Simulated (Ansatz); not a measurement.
# AlAs (quintet): the correlation ladder, aug-cc-pVDZ

Aim: climb from Hartree-Fock through coupled cluster for AlAs (quintet) at one geometry and basis, and see what each rung misses.

Program: Ansatz 0.2.0, Gaussian basis. Level of theory: aug-cc-pVDZ, core rule «outside noble gas», up to 19 orbitals frozen. These are calculated values, not measurements.

To be run: UHF; CCSD(T) on ROHF; CCSD(T) on UHF; BCCD(T) on ROHF; CISD; CCSDT(Q) on ROHF; CCSDT(Q) on UHF.

39 further runs of the same task are left out: 7 for a known fault of the program, 23 that didn't finish, 9 set aside as unsound or not needed.

## 1. The system

The geometry is a PBE0/def2-TZVPD stationary point (not a proven minimum) of the parent state, kept for this charge and spin. No spin-orbit coupling is included. The filled d shell of As may be among the frozen orbitals whatever the setting's name suggests; the logs give the count.

2 atoms, charge 0, spin multiplicity 5.

Atoms are counted from 1 here; the program's logs count them from 0.

Bond lengths: Al1–As2 2.421 Å.

## 2. UHF

in.yaml reads:

```yaml
crystal:
  periodic: [false, false, false]
  atoms:
    - {symbol: Al, position_ang: [0.000000, 0.000000, 0.000000]}
    - {symbol: As, position_ang: [0.000000, 0.000000, 2.421000]}
basis:
  gaussian: {orbitals: aug-cc-pVDZ}
magnetization: {spin_polarized: true, initial_magnetization: 4}
hamiltonian: {xc: hf}
output: {orbitals: {seedname: orbitals}}
```

The run is started by

```bash
$ ansatz run in.yaml --threads 1 --pin off --events-out ev --progress --plain --max-ram 2393MiB
```

The runs that follow: CCSD(T) on ROHF; CCSD(T) on UHF; BCCD(T) on ROHF; CISD; CCSDT(Q) on ROHF; CCSDT(Q) on UHF.

Q: Predict the results of all the runs planned. Wanted: UCCSDT(Q) below the RHF energy; RMP2 from UCCSDT(Q); UMP2 from UCCSDT(Q); RCCSD from UCCSDT(Q); RCCSD(T) from UCCSDT(Q); UCCSD(T) from UCCSDT(Q); RCCSDT(Q) from UCCSDT(Q); T1 diagnostic.

The runs gave:

| quantity | value |
| --- | --- |
| UCCSDT(Q) below the RHF energy | -3.6432 eV |
| RMP2 from UCCSDT(Q) | +895.3 meV |
| UMP2 from UCCSDT(Q) | +892.3 meV |
| RCCSD from UCCSDT(Q) | +182.2 meV |
| RCCSD(T) from UCCSDT(Q) | +50.3 meV |
| UCCSD(T) from UCCSDT(Q) | +39.9 meV |
| RCCSDT(Q) from UCCSDT(Q) | +11.4 meV |
| levels within 1 kcal/mol (43 meV) | UCCSD(T), RCCSDT, UCCSDT, RCCSDT(Q) |
| T1 diagnostic | 0.044 |

**Reading.** RCCSD(T) lands +50.3 meV from the yardstick (1.4 % of the correlation energy). These misses are within one basis, not against nature; the frozen cores of restricted and unrestricted runs differ, which can shift their rows.
